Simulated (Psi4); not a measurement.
**A workflow on GaCl2O (SMILES [O][Ga]([Cl])[Cl])**

Wanted: a structure relaxation (UPBE-D3(BJ)/def2-SVP), then vibrational wavenumbers of GaCl2O. 

Program for the calculation: Psi4 1.11.

**1. The structure to begin with**

GaCl2O: 4 atoms, total charge 0, spin state doublet. As SMILES, `[O][Ga]([Cl])[Cl]`. Geometry: relaxed at PBE0-D4/def2-TZVP. The run starts from this shape.

Bond lengths: O1–Ga2 1.794 Å, Ga2–Cl3 2.110 Å, Ga2–Cl4 2.110 Å. Angles: O1–Ga2–Cl3 118.5°, O1–Ga2–Cl4 118.5°, Cl3–Ga2–Cl4 123.0°.

**2. A geometry optimisation at UPBE-D3(BJ)/def2-SVP (density fitting) (run 1)**

Input file cl2gao.inp:

```
memory 1600 MB

molecule geom {
  0 2
  O      1.41030261     1.99498387     2.47950965
  Ga     0.06765220     0.03193637     0.06462863
  Cl     1.43694775    -3.69044615    -0.34185146
  Cl    -2.80964480     1.54919748    -2.24064827
  units bohr
}

set reference uks
set geom_maxiter 60

result, w = opt("pbe-d3(bj)/def2-SVP", return_wfn=True)
```

The run is started by

```console
psi4 cl2gao.inp cl2gao.out -n 1
```

cl2gao.out:

```text
[...]
  Running in c1 symmetry.
[...]
  Nuclear repulsion =  421.632953511881510
[...]
  Multiplicity = 2
[...]
  Nalpha       = 37
  Nbeta        = 36
[...]
    Number of basis functions: 82
[...]
   @DF-UKS iter   1: -2916.67096062991550   -6.90046e-01   3.39857e-02 DIIS/ADIIS
[...]
   @DF-UKS iter   6: -2919.18925415856165   -8.18545e-12   5.60716e-09 DIIS
[...]
   @S^2 Observed:                7.538087201E-01
[...]
    Orbital Energies [Eh]
    ---------------------
    Alpha Occupied:
       1A   -370.967363     2A   -100.658794     3A   -100.658780
       4A    -45.385098     5A    -40.242444     6A    -40.239577
       7A    -40.238607     8A    -18.834167     9A     -9.193799
      10A     -9.193789    11A     -7.022564    12A     -7.022560
      13A     -7.015032    14A     -7.015023    15A     -7.014612
      16A     -7.014604    17A     -5.338502    18A     -3.670748
      19A     -3.664876    20A     -3.662235    21A     -0.894118
      22A     -0.815907    23A     -0.812530    24A     -0.801164
      25A     -0.799099    26A     -0.782011    27A     -0.747285
      28A     -0.739007    29A     -0.436432    30A     -0.380081
      31A     -0.349946    32A     -0.342709    33A     -0.324410
      34A     -0.302979    35A     -0.301211    36A     -0.296033
[...]
  @DF-UKS Final Energy: -2919.18925415856165
   => Energetics <=
    Nuclear Repulsion Energy =            416.3191284390100577
    One-Electron Energy =               -4886.5337012547588529
    Two-Electron Energy =                1690.3852345196596616
    DFT Exchange-Correlation Energy =    -139.3565762408216813
    Empirical Dispersion Energy =          -0.0033396216511678
    VV10 Nonlocal Energy =                  0.0000000000000000
    Total Energy =                      -2919.1892541585616527
[...]
 Multipole Moments:
 ------------------------------------------------------------------------------------
     Multipole            Electronic (a.u.)      Nuclear  (a.u.)        Total (a.u.)
 ------------------------------------------------------------------------------------
 L = 1.  Multiply by 2.5417464519 to convert [e a0] to [Debye]
 Dipole X            :          0.0842811           -0.1706202           -0.0863391
 Dipole Y            :          0.1247104           -0.2504491           -0.1257387
 Dipole Z            :          0.1552017           -0.3092797           -0.1540780
 Magnitude           :                                                    0.2168056
[...]
  -Total Gradient:
     Atom            X                  Y                   Z
    ------   -----------------  -----------------  -----------------
       1        0.000036730243     0.000047500462     0.000051088960
       2       -0.000003969617     0.000011928310     0.000038303115
       3        0.000086599360     0.000033657119     0.000098323954
       4        0.000021237886     0.000113713178     0.000068803338
[...]
    Final optimized geometry and variables:
    Molecular point group: c1
    Full point group: C1
    Geometry (in Bohr), charge = 0, multiplicity = 2:
    O            1.559674475317     2.280187416464     2.804329203347
    GA           0.207410737245     0.303629113345     0.373926223576
    CL           1.589628095742    -3.474398161044    -0.048201404989
    CL          -2.711848616916     1.832959869272    -1.971541313529
    Psi4 run time: 0:00:44.45
[...]
```

On the terminal:

```text
Optimizer: Optimization complete!
```

It took 46 s on 1 thread of AMD EPYC 7R43 (Zen 3), shared host; peak memory 0.43 GiB.

Step by step:

```csv
step,energy from the first frame kept (eV),largest force (eV/Å)
0,0.0000,0.5397
1,-0.0163,0.1376
2,-0.0173,0.0368
3,-0.0050,0.2692
4,-0.0173,0.0201
5,-0.0174,0.0085
6,-0.0174,0.0070
```

After the run. Bond lengths: O1–Ga2 1.806 Å, Ga2–Cl3 2.141 Å, Ga2–Cl4 2.141 Å. Angles: O1–Ga2–Cl3 118.7°, O1–Ga2–Cl4 118.7°, Cl3–Ga2–Cl4 122.6°.

**3. The harmonic vibrations at UPBE-D3(BJ)/def2-SVP (density fitting) (run 2)**

Input file calc.dat:

```
memory 1600 mb

molecule {
  0 2
  O
  Ga 1 R2
  Cl 2 R3 1 A3
  Cl 2 R4 1 A4 3 D4

  R2 = 1.805592
  R3 = 2.140534
  A3 = 118.68248
  R4 = 2.14053
  A4 = 118.68692
  D4 = -179.95754
  units angstrom
}

set {
  basis def2-SVP
  reference uks
  t 700.0
  rotational_symmetry_number 2
}

result, w = freq("pbe-d3bj2b", return_wfn=True)
print_variables()
```

The run is started by

```console
psi4 -n 1 calc.dat calc.out
```

calc.out, shortened:

```text
[...]
  Running in c1 symmetry.
[...]
  Nuclear repulsion =  416.319110754168946
[...]
  Multiplicity = 2
[...]
  Nalpha       = 37
  Nbeta        = 36
[...]
    Number of basis functions: 82
[...]
   @DF-UKS iter   1: -2916.67776125264936   -7.72969e-01   3.38831e-02 DIIS/ADIIS
[...]
   @DF-UKS iter  16: -2919.18925414565956   -9.54969e-12   5.33719e-09 DIIS
[...]
   @S^2 Observed:                7.538087011E-01
[...]
  @DF-UKS Final Energy: -2919.18925414565956
   => Energetics <=
    Nuclear Repulsion Energy =            416.3191110784148918
    One-Electron Energy =               -4886.5336768933157146
    Two-Electron Energy =                1690.3852283100973182
    DFT Exchange-Correlation Energy =    -139.3565770194136633
    Empirical Dispersion Energy =          -0.0033396214423618
    VV10 Nonlocal Energy =                  0.0000000000000000
    Total Energy =                      -2919.1892541456595609
[...]
 Multipole Moments:
[...]
  -Total Gradient:
     Atom            X                  Y                   Z
    ------   -----------------  -----------------  -----------------
       1       -0.000007653945     0.000003851494    -0.000078307828
       2        0.000023625399     0.000077771496    -0.000032909459
       3       -0.000006949241    -0.000093996212    -0.000098806056
       4       -0.000006966437     0.000013745353    -0.000148209697
[...]
  ==> Harmonic Vibrational Analysis <==
[...]
  Freq [cm^-1]                 107.3093            110.7687            142.6029
[...]
  IR activ [km/mol]            13.5762              4.7283             15.7569
[...]
  Freq [cm^-1]                 385.0622            454.8402            663.0214
[...]
  IR activ [km/mol]             7.1856             65.0790              9.0319
[...]
  Total E_0, Enthalpy at 0 [K]                                                        -2919.18500855 [Eh]
[...]
  Total H, Enthalpy at  700.00 [K]                                                    -2919.16644551 [Eh]
[...]
  Total G, Gibbs energy at  700.00 [K]                                                -2919.27354258 [Eh]
[...]
```

Standard output:

```text
Warning: used thermodynamics relations inappropriate for low-frequency modes: ['107.3093' '110.7687' '142.6029' '385.0622' '454.8402']
```

Wall time 2.7 min (1 thread of AMD EPYC 7R43 (Zen 3), shared host); peak memory 0.46 GiB.

**4. Outcome**

```
                                                                           quantity             value
                               run 1, UPBE-D3(BJ)/def2-SVP: total energy at the end    -2919.18925 Eh
                                         run 1, UPBE-D3(BJ)/def2-SVP: dipole moment            0.55 D
                    run 1, UPBE-D3(BJ)/def2-SVP: HOMO energy (highest over α and β)          -7.50 eV
                     run 1, UPBE-D3(BJ)/def2-SVP: LUMO energy (lowest over α and β)          -6.56 eV
                                     run 1, UPBE-D3(BJ)/def2-SVP: dispersion energy      -8.77 kJ/mol
                                                  run 1, UPBE-D3(BJ)/def2-SVP: ⟨S²⟩             0.754
                            run 2, UPBE-D3(BJ)/def2-SVP: lowest harmonic wavenumber          107 cm⁻¹
                           run 2, UPBE-D3(BJ)/def2-SVP: highest harmonic wavenumber          663 cm⁻¹
                                     run 2, UPBE-D3(BJ)/def2-SVP: zero-point energy       11.1 kJ/mol
run 2, UPBE-D3(BJ)/def2-SVP: ideal-gas entropy at 700 K (symmetry number 2 as used)  96.0 cal/(mol K)
```

The optimisation (run 1, UPBE-D3(BJ)/def2-SVP) took 7 steps and changed the energy by -0.017 eV. All 6 modes (run 2, UPBE-D3(BJ)/def2-SVP) are real, so the shape is a minimum at this level.
